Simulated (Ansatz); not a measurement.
# BaAs2Ru2: properties at the relaxed cell

An exercise on one series of results from a longer session: the logs are not shown, and one member is left open.

Program: Ansatz 0.2.0. Level of theory: DFT PBEsol, scalar-relativistic, plane waves, PAW. These are calculated values, not measurements.

1 further run of the same task is left out (set aside as unsound or not needed). Runs told in other sessions of the task aren't counted.

### The structure to begin with

Symmetry: I4/mmm, No. 139, tetragonal system. The conventional cell has a = 4.142 Å, b = 4.142 Å, c = 12.059 Å, α = 90.00°, β = 90.00°, γ = 90.00°. Ba (site symmetry 4/mmm) has 8 As at 3.43 Å and 8 Ru at 3.66 Å in its first shell of neighbours. Around As (site symmetry 4mm) lie 4 Ru at 2.41 Å and 4 Ba at 3.43 Å. Ru (site symmetry -4m2) is surrounded by 4 As at 2.41 Å.

Coordinates:

```
Ba As Ru
1.0
    -2.07119    2.07119    6.02939
     2.07119   -2.07119    6.02939
     2.07119    2.07119   -6.02939
Ba As Ru
1 2 2
Direct
  0.00000 0.00000 0.00000
  0.64801 0.64801 0.00000
  0.35199 0.35199 0.00000
  0.75000 0.25000 0.50000
  0.25000 0.75000 0.50000
```

It goes back to an entry of the Materials Project.

This cell was relaxed beforehand with the same method: volume 20.69 Å³/atom, gap on the mesh none (metal).

The first run:

File input.yaml:

```yaml
crystal:
  lattice:
    - [-2.05026432, 2.05026432, 5.9684851699]
    - [2.05026432, -2.05026432, 5.9684851699]
    - [2.05026432, 2.05026432, -5.9684851699]
  atoms:
    - { symbol: Ba, position: [0.0, 0.0, 0.0] }
    - { symbol: As, position: [0.6480117222, 0.6480117222, 0.0] }
    - { symbol: As, position: [0.3519882778, 0.3519882778, 0.0] }
    - { symbol: Ru, position: [0.75, 0.25, 0.5] }
    - { symbol: Ru, position: [0.25, 0.75, 0.5] }
basis:
  ecutwfc: 420
kpoints:
  mp_grid: { grid: [12, 12, 12] }
hamiltonian:
  xc: pbesol
scf:
  occupations: { method: gaussian, width: 0.1 }
output:
  forces: true
  stress: true
  eigenvalues: true
relax:
  adjacent_minimum: "off"
  f_tol: 0.01
  max_steps: 30
  cell: { stress_tol: 0.1, fix: [volume] }
```

Command:

```console
> ansatz run input.yaml --threads 2 --pin off --max-ram 5120MiB --backend cpu --events-out ev --progress --plain --runs-dir out
```

Steps of the session up to this table: Point at V/V0 = 0.97; Point at V/V0 = 1.03; The cell scaled to 0.94 of its volume; Point at V/V0 = 1.06; Volume × 0.91; The cell scaled to 1.10 of its volume; Point at V/V0 = 0.88.

One table of the session follows, with a row left open; its other results are not shown here.

It belongs to the step «Energy against volume». 

```
volume (Å³/atom)  energy above the lowest point (meV/atom)  pressure (GPa)
          18.209                                      92.3           13.27
          18.830                                      49.1            9.15
          19.450                                      20.7            5.62
          20.071                                       4.9            2.60
          20.692                                       0.0            0.00
          21.313                                         ?               ?
          21.934                                      16.7           -4.11
          22.761                                      43.5           -6.18
```

**Question.** Estimate the row for volume (Å³/atom) = 21.313.

Worked estimate for «energy above the lowest point (meV/atom)». A straight line through the neighbours (20.692, 0.0) and (21.934, 16.7) gives 0.0 + (16.7 − 0.0) × (21.313 − 20.692) / (21.934 − 20.692) = 8.3; a parabola fitted to 4 rows on both sides gives 4.5.

**Answer.** energy above the lowest point (meV/atom): 4.4; pressure (GPa): -2.23. In «energy above the lowest point (meV/atom)» the line misses by +3.9 and the parabola by +0.1.
